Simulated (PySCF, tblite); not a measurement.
# C7H16Si: geometry, infrared bands and NMR shifts

Aim: predict the infrared bands and NMR shifts of C7H16Si (`CCC[SiH]1CCCC1`).

The runs use tblite 0.8.0 and PySCF 2.14.0, with density-fitted response routines of our own; the level of theory stands in each step. All values are computed, except where a source is named. Atoms are numbered from 0 throughout.

## Step 1: The starting structure

24 atoms, charge 0, multiplicity 1; geometry from: force field or distance geometry start.

Bonds of the start (Å): C0–C1 1.54, C1–C2 1.52, C2–Si3 1.88, Si3–C4 1.93, C4–C5 1.54, C5–C6 1.53, C6–C7 1.54, C7–Si3 1.93, C0–H8 1.09, C0–H9 1.10, C0–H10 1.09, C1–H11 1.09, C1–H12 1.10, C2–H13 1.09, C2–H14 1.10, Si3–H15 1.46, C4–H16 1.10, C4–H17 1.10, C5–H18 1.09, C5–H19 1.11, C6–H20 1.10, C6–H21 1.09, C7–H22 1.10, C7–H23 1.10.

## Step 2: Geometry optimisation with GFN2-xTB

What the job is given:

```
{"job": {"kind": "relax", "xc": "GFN2-xTB", "basis": "xTB"}, "charge": 0, "multiplicity": 1}
C      3.643700    -0.175500     0.681300
C      2.392600    -0.373700    -0.188100
C      1.273700     0.561000     0.240500
Si    -0.314300     0.413500    -0.763800
C     -1.748900     1.448100    -0.002400
C     -2.633800     0.432600     0.740200
C     -2.663500    -0.863900    -0.080400
C     -1.206200    -1.255800    -0.409300
H      4.436600    -0.858200     0.370400
H      3.412000    -0.368300     1.741400
H      4.007300     0.849900     0.589900
H      2.659300    -0.215700    -1.228100
H      2.068700    -1.421500    -0.082100
H      1.029100     0.394200     1.291100
H      1.610000     1.610000     0.161000
H     -0.151200     0.673100    -2.194400
H     -1.376000     2.238400     0.657800
H     -2.310200     1.901700    -0.831200
H     -3.637200     0.836500     0.901500
H     -2.198000     0.231200     1.740400
H     -3.167700    -1.663400     0.479200
H     -3.233400    -0.698800    -1.000000
H     -0.734400    -1.739200     0.459100
H     -1.170100    -1.936400    -1.277800
```

Started as:

```
$ OMP_NUM_THREADS=1 python probes_run.py task.json out
```

The driver reads the jobs from task.json and runs them one after another.

The log of the run:

```text
step      E/eV     max force
  0    -676.63554    0.928
  1    -676.67665    0.391
  2    -676.69450    0.207
  3    -676.70116    0.216
  4    -676.70551    0.150
  5    -676.70816    0.128
  6    -676.71083    0.107
  7    -676.71300    0.140
  8    -676.71430    0.096
  9    -676.71489    0.055
 10    -676.71525    0.058
 11    -676.71565    0.058
 12    -676.71609    0.064
 13    -676.71655    0.048
 14    -676.71703    0.054
 15    -676.71756    0.046
 16    -676.71811    0.052
 17    -676.71858    0.045
 18    -676.71894    0.035
 19    -676.71923    0.036
 20    -676.71953    0.044
 21    -676.71982    0.037
 22    -676.72005    0.032
 23    -676.72020    0.024
 24    -676.72032    0.024
 25    -676.72043    0.027
 26    -676.72056    0.034
 27    -676.72067    0.027
 28    -676.72076    0.021
 29    -676.72083    0.018
 30    -676.72090    0.023
 31    -676.72098    0.020
 32    -676.72104    0.014
 33    -676.72109    0.016
 34    -676.72114    0.014
 35    -676.72119    0.018
 36    -676.72125    0.016
 37    -676.72129    0.014
 38    -676.72133    0.013
 39    -676.72136    0.016
 40    -676.72140    0.015
 41    -676.72145    0.016
 42    -676.72150    0.017
 43    -676.72155    0.018
 44    -676.72161    0.019
 45    -676.72167    0.020
 46    -676.72173    0.020
 47    -676.72179    0.021
 48    -676.72186    0.021
 49    -676.72193    0.017
 50    -676.72202    0.022
 51    -676.72212    0.019
 52    -676.72222    0.022
 53    -676.72231    0.022
 54    -676.72240    0.019
 55    -676.72248    0.020
 56    -676.72256    0.016
 57    -676.72261    0.014
 58    -676.72264    0.013
 59    -676.72266    0.011
 60    -676.72269    0.011
 61    -676.72272    0.014
 62    -676.72275    0.012
 63    -676.72278    0.010
 64    -676.72281    0.011
 65    -676.72285    0.012
 66    -676.72288    0.014
 67    -676.72291    0.009
```

Along the way: (not every step is listed)

| step | energy from step 0 (eV) | largest force (eV/Å) |
| --- | --- | --- |
| 0 | 0.0000 | 0.9280 |
| 1 | -0.0411 | 0.3911 |
| 2 | -0.0590 | 0.2069 |
| 3 | -0.0656 | 0.2164 |
| 4 | -0.0700 | 0.1501 |
| 5 | -0.0726 | 0.1276 |
| 6 | -0.0753 | 0.1071 |
| 7 | -0.0775 | 0.1400 |
| 8 | -0.0788 | 0.0958 |
| 13 | -0.0810 | 0.0480 |
| 18 | -0.0834 | 0.0347 |
| 23 | -0.0847 | 0.0236 |
| 28 | -0.0852 | 0.0209 |
| 33 | -0.0856 | 0.0164 |
| 38 | -0.0858 | 0.0133 |
| 43 | -0.0860 | 0.0180 |
| 48 | -0.0863 | 0.0206 |
| 53 | -0.0868 | 0.0224 |
| 58 | -0.0871 | 0.0127 |
| 62 | -0.0872 | 0.0117 |
| 63 | -0.0872 | 0.0105 |
| 64 | -0.0873 | 0.0108 |
| 65 | -0.0873 | 0.0124 |
| 66 | -0.0873 | 0.0142 |
| 67 | -0.0874 | 0.0095 |

Distances of close pairs at the start and the end, largest changes first:

| bond | before (Å) | after (Å) | change (Å) |
| --- | --- | --- | --- |
| Si3–C7 | 1.926 | 1.908 | -0.017 |
| C5–H19 | 1.109 | 1.092 | -0.017 |
| C2–Si3 | 1.885 | 1.902 | +0.017 |
| Si3–C4 | 1.926 | 1.909 | -0.017 |
| C7–H23 | 1.104 | 1.088 | -0.016 |
| C6–C7 | 1.545 | 1.530 | -0.015 |
| C0–H9 | 1.102 | 1.088 | -0.014 |
| C2–H14 | 1.104 | 1.091 | -0.014 |

The end geometry stands in the next job.

## Step 3: Harmonic vibrations with GFN2-xTB

What the job is given:

```
{"job": {"kind": "ir", "xc": "GFN2-xTB", "basis": "xTB"}, "charge": 0, "multiplicity": 1}
C      3.664824    -0.203198     0.633584
C      2.378965    -0.362448    -0.169312
C      1.295932     0.609071     0.289922
Si    -0.321752     0.411959    -0.690151
C     -1.773145     1.446418    -0.006899
C     -2.658841     0.426125     0.711081
C     -2.652314    -0.862478    -0.105375
C     -1.196200    -1.252739    -0.364496
H      4.426708    -0.896697     0.284096
H      3.481432    -0.397226     1.688560
H      4.050956     0.809355     0.535087
H      2.589331    -0.193724    -1.227097
H      2.014535    -1.386795    -0.069226
H      1.114017     0.456157     1.355782
H      1.668633     1.628634     0.182540
H     -0.088691     0.657767    -2.123840
H     -1.488895     2.254456     0.664145
H     -2.333085     1.897594    -0.825482
H     -3.676113     0.800943     0.843131
H     -2.247386     0.221352     1.702045
H     -3.197209    -1.657157     0.408487
H     -3.149646    -0.677295    -1.059601
H     -0.787240    -1.742354     0.520733
H     -1.126549    -1.967955    -1.181636
```

The log of the run:

```text
mode    cm-1     km/mol
  1      46.8      0.06
  2      64.5      0.09
  3      79.4      0.16
  4     121.1      0.03
  5     211.1      3.48
  6     226.2      1.64
  7     235.8      0.05
  8     271.5      1.08
  9     326.5      6.20
 10     414.9     10.07
 11     499.7      8.07
 12     588.4     77.41
 13     634.6     74.37
 14     679.4     12.35
 15     718.6     81.53
 16     738.9     24.60
 17     742.8     78.74
 18     777.3     39.36
 19     828.2    135.43
 20     841.3     32.07
 21     897.5     11.72
 22     930.0      0.24
 23     954.0      7.47
 24     962.5      0.62
 25    1010.9     23.17
 26    1031.3      1.15
 27    1055.5     18.62
 28    1078.3      8.43
 29    1110.6      3.14
 30    1117.4     23.99
 31    1124.8     32.04
 32    1200.8      0.32
 33    1218.6      0.08
 34    1228.3      0.61
 35    1247.7      7.55
 36    1274.5      1.26
 37    1279.8      3.74
 38    1284.8      0.15
 39    1326.4      2.34
 40    1339.6      2.31
 41    1352.6     11.84
 42    1414.5      1.22
 43    1479.2      1.38
 44    1481.3      0.25
 45    1488.1      2.29
 46    1498.6      0.49
 47    1501.7      0.43
 48    1504.3      2.88
 49    1507.6      0.81
 50    1508.4      0.08
 51    2183.3    357.01
 52    2956.9     34.58
 53    2960.8      4.76
 54    2961.5     24.97
 55    2971.6     43.30
 56    2974.4     16.17
 57    2979.5     84.97
 58    2981.7     57.89
 59    2983.6     43.72
 60    2986.3     37.06
 61    2993.2    123.46
 62    3010.1      8.30
 63    3012.4     73.34
 64    3026.3     61.57
 65    3027.9     65.68
 66    3033.2     33.68
```

The strongest bands and the atoms that carry them (share of the mass-weighted mode):

| cm⁻¹ | km/mol | atoms |
| --- | --- | --- |
| 588 | 77.4 | H15 83 % |
| 635 | 74.4 | H15 70 % |
| 719 | 81.5 | Si3 21 %, C4 15 %, H15 13 % |
| 743 | 78.7 | H13 17 %, Si3 12 %, C2 11 %, H14 11 % |
| 828 | 135.4 | Si3 19 %, H23 13 %, C7 12 %, C2 10 % |
| 2183 | 357.0 | H15 97 % |
| 2980 | 85.0 | H22 26 %, H19 25 %, H18 18 % |
| 2993 | 123.5 | H17 67 % |

## Step 4: NMR shieldings: PBE0/pcSseg-1

The job, as its differences from that of step 3:

```diff
@@ -1,2 +1,2 @@
-{"job": {"kind": "ir", "xc": "GFN2-xTB", "basis": "xTB"}, "charge": 0, "multiplicity": 1}
+{"job": {"kind": "nmr", "xc": "PBE0", "basis": "pcSseg-1"}, "charge": 0, "multiplicity": 1}
 C      3.664824    -0.203198     0.633584
```

With the program's defaults for keys left out, this is: GIAO PBE0/pcSseg-1 NMR shielding, non-relativistic, gas phase.

The log of the run:

```text
coarse grid: 19152 points
cycle   1  E = -565.2490385924  dE =  6.328e-01  |g| = 5.479e-01  |ddm| = 4.187e+00
cycle   2  E = -565.2184638610  dE =  3.057e-02  |g| = 6.533e-01  |ddm| = 1.051e+00
cycle   3  E = -565.3303478192  dE = -1.119e-01  |g| = 4.273e-02  |ddm| = 6.071e-01
cycle   4  E = -565.3307053779  dE = -3.576e-04  |g| = 1.914e-02  |ddm| = 6.301e-02
cycle   5  E = -565.3307893359  dE = -8.396e-05  |g| = 6.147e-03  |ddm| = 2.292e-02
cycle   6  E = -565.3307989532  dE = -9.617e-06  |g| = 1.015e-03  |ddm| = 6.560e-03
final grid: 176336 points
cycle   7  E = -565.3802463546  dE = -4.852e-05  |g| = 1.009e-02  |ddm| = 3.181e-02
cycle   8  E = -565.3802340206  dE =  1.233e-05  |g| = 1.230e-02  |ddm| = 1.957e-02
cycle   9  E = -565.3802731709  dE = -3.915e-05  |g| = 4.533e-04  |ddm| = 1.068e-02
cycle  10  E = -565.3802732113  dE = -4.041e-08  |g| = 1.682e-04  |ddm| = 6.484e-04
cycle  11  E = -565.3802732179  dE = -6.549e-09  |g| = 5.392e-05  |ddm| = 1.950e-04
cycle  12  E = -565.3802732186  dE = -7.092e-10  |g| = 1.144e-05  |ddm| = 5.928e-05
converged SCF energy = -565.3802732186

GIAO shielding tensors (ppm)
atom      isotropic    diamagn.    paramagn.     s11        s22        s33       span
  0 C      165.433     244.041     -78.608    150.695    157.609    187.995     37.300
  1 C      164.424     247.998     -83.574    156.456    163.378    173.437     16.981
  2 C      167.162     255.854     -88.692    154.613    162.964    183.910     29.297
  3 Si     350.830     881.724    -530.894    302.740    373.025    376.726     73.985
  4 C      174.313     254.098     -79.785    161.868    170.818    190.253     28.385
  5 C      155.432     249.013     -93.580    136.195    158.949    171.153     34.957
  6 C      154.979     248.204     -93.225    134.586    158.627    171.724     37.138
  7 C      173.848     253.765     -79.917    163.535    167.754    190.255     26.720
  8 H       30.345      26.387       3.958     25.459     27.454     38.122     12.663
  9 H       30.768      28.644       2.125     26.667     29.247     36.391      9.724
 10 H       30.751      27.863       2.887     26.713     28.887     36.651      9.938
 11 H       30.403      31.750      -1.347     24.776     30.802     35.631     10.855
 12 H       30.451      33.017      -2.566     24.267     32.145     34.940     10.673
 13 H       31.291      35.376      -4.085     26.689     31.948     35.235      8.547
 14 H       30.998      33.937      -2.939     25.933     30.926     36.136     10.203
 15 H       27.350      31.125      -3.775     23.790     25.654     32.607      8.818
 16 H       30.920      32.453      -1.533     26.445     28.458     37.857     11.411
 17 H       31.091      31.583      -0.492     25.927     28.397     38.949     13.022
 18 H       29.627      29.046       0.581     24.011     27.364     37.504     13.492
 19 H       30.587      31.859      -1.272     26.675     28.229     36.857     10.182
 20 H       29.607      29.267       0.339     23.984     27.419     37.417     13.433
 21 H       30.628      30.488       0.141     25.862     28.320     37.703     11.841
 22 H       31.310      33.848      -2.538     25.994     30.052     37.883     11.889
 23 H       30.647      32.110      -1.463     25.396     28.756     37.788     12.392
```

Wall time 87 s (1 thread, shared host).

The references, computed at this level on geometries of the same kind, shield at (ppm): ¹H TMS 31.72, ¹³C TMS 186.9, ²⁹Si TMS 349.2. Their shielding less the atom's gives the shift. The references are single molecules in the gas phase. Atoms listed in one row are averaged.

| atoms | environment | σ (ppm) | δ (ppm) | δ scaled to CDCl3 |
| --- | --- | --- | --- | --- |
| C5, C6 | sp3 CH2 in a ring | 155.2 | 31.7 | 29.0 |
| C1 | sp3 CH2 | 164.4 | 22.5 | 20.0 |
| C0 | methyl carbon | 165.4 | 21.5 | 19.1 |
| C2 | sp3 CH2 bonded to Si | 167.2 | 19.8 | 17.4 |
| C4, C7 | sp3 CH2 bonded to Si | 174.1 | 12.8 | 10.6 |
| H15 | hydrogen on a silicon bonded to 3 C, in a 5-membered ring | 27.35 | 4.37 | – |
| H19, H20 | hydrogen on an sp3 CH2 in a ring | 30.10 | 1.62 | 1.63 |
| H18, H21 | hydrogen on an sp3 CH2 in a ring | 30.13 | 1.59 | 1.60 |
| H11, H12 | hydrogen on an sp3 CH2 | 30.43 | 1.29 | 1.32 |
| H8, H9, H10 | hydrogen on a methyl carbon | 30.62 | 1.10 | 1.14 |
| H17, H23 | hydrogen on an sp3 CH2 bonded to Si | 30.87 | 0.85 | 0.90 |
| H16, H22 | hydrogen on an sp3 CH2 bonded to Si | 31.11 | 0.60 | 0.67 |
| H13, H14 | hydrogen on an sp3 CH2 bonded to Si | 31.14 | 0.57 | 0.64 |
| Si3 | silicon bonded to 3 C, H, in a 5-membered ring | 350.8 | -1.7 | – |

The scaled column applies a straight-line fit of computed shieldings to shifts measured in CDCl3 (root-mean-square error 0.16 ppm for H, 1.9 ppm for C).

Charges from the same density, by scheme (e):

| atoms | Mulliken | IAO | Hirshfeld | ESP fit |
| --- | --- | --- | --- | --- |
| C0 | -0.25 | -0.41 | -0.12 | -0.39 |
| C1 | -0.30 | -0.24 | -0.07 | 0.34 |
| C2 | -0.54 | -0.53 | -0.16 | -0.34 |
| Si3 | 0.87 | 0.88 | 0.37 | 0.37 |
| C4, C7 | -0.55 | -0.55 | -0.16 | -0.22 |
| C5, C6 | -0.23 | -0.25 | -0.07 | -0.01 |

Mayer bond orders: C0–C1 1.06, C1–C2 1.03, C2–Si3 0.92, Si3–C4 0.90, C4–C5 1.03, C5–C6 1.03, C6–C7 1.03, C7–Si3 0.91.

Ring of atoms Si3, C4, C5, C6, C7: NICS(0) -4.7, NICS(1) -4.0, NICS(1)zz -2.6 ppm (means of both faces).

## Step 5: What came out

```
                                                               quantity                                               value
                              strongest single infrared mode (GFN2-xTB)                               2183 cm⁻¹, 357 km/mol
                                           zero-point energy (GFN2-xTB)                                      133.7 kcal/mol
¹³C shifts against TMS (PBE0/pcSseg-1, means over atoms taken as alike)                    31.7, 22.5, 21.5, 19.8, 12.8 ppm
 ¹H shifts against TMS (PBE0/pcSseg-1, means over atoms taken as alike)  4.37, 1.62, 1.59, 1.29, 1.10, 0.85, 0.60, 0.57 ppm
                                ²⁹Si shifts against TMS (PBE0/pcSseg-1)                                            -1.7 ppm
```

What this shows: Relaxing lowered the energy by 0.087 eV in 67 steps; the close pair that moved most is Si3–C7, from 1.926 to 1.908 Å. All 66 modes are real, so the xTB geometry is a minimum. The strongest single mode, at 2183 cm⁻¹, moves mainly H15. GFN2-xTB is a fitted tight-binding method: band positions and strengths are rough. Its intensities can rank the bands wrongly. At PBE0/pcSseg-1: Shielding is most anisotropic at Si3 (span 74 ppm, paramagnetic term -531 ppm).
